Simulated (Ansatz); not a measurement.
What does this script print? It uses Ansatz 0.2.0 through its Python package.

Script `deck_c2h5bo.py`:
```python
"""Run C2H5BO from an input written out key by key."""

import ansatz as az

deck = {
    "crystal": {
        "periodic": [False, False, False],
        "atoms": [
            {"symbol": "B", "position_ang": [-0.7532, 0.9995, -0.6885]},
            {"symbol": "C", "position_ang": [0.2266, -0.1242, -0.5388]},
            {"symbol": "C", "position_ang": [0.4347, -0.7385, 0.7913]},
            {"symbol": "O", "position_ang": [0.9157, -0.5128, -1.5186]},
            {"symbol": "H", "position_ang": [-0.985, 1.5238, -1.7788]},
            {"symbol": "H", "position_ang": [-1.4006, 1.4595, 0.2355]},
            {"symbol": "H", "position_ang": [-0.452, -1.172, 1.1951]},
            {"symbol": "H", "position_ang": [1.266, -1.5303, 0.7284]},
            {"symbol": "H", "position_ang": [0.8364, 0.0487, 1.5573]},
        ],
    },
    "basis": {"gaussian": {"orbitals": "def2-SVP"}},
    "hamiltonian": {"xc": "pbe0"},
}
session = az.Session.from_dict(deck)
data = session.plan(threads=1).execute().report

print("reference energy %16.6f eV" % data["reference_energy_ev"])
print("total energy     %16.6f eV" % data["free_energy_ev"])
print("occupied orbitals outside the frozen core (up, down):", data["n_occupied"], " frozen:", data["n_frozen"], " virtual:", data["n_virtual"])
symbols = ["B", "C", "C", "O", "H", "H", "H", "H", "H"]
state = data["mean_field"]["state"]
print(f"mean field: {state['energy']['hartree']:.7f} Ha, <S^2> = {abs(state['spin_squared']):.4f}, stability: {state.get('stability', {}).get('kind')}")
```

```console
$ python deck_c2h5bo.py
reference energy     -4867.534987 eV
total energy         -4867.534987 eV
occupied orbitals outside the frozen core (up, down): [15, 15]  frozen: 0  virtual: [66, 66]
mean field: -178.8786114 Ha, <S^2> = 0.0000, stability: minimum
```

Caveats:
- The settings weren't tested for convergence.
- The geometry is a force-field or estimated start, not a minimum of this method, and the basis set is short of its limit.
- Hardware and time: 1.9 s on 1 thread of Arm Neoverse V1, with other jobs on the host, peak memory 0.18 GiB.

(Lines on the test bed's own set-up are left out of the output.)
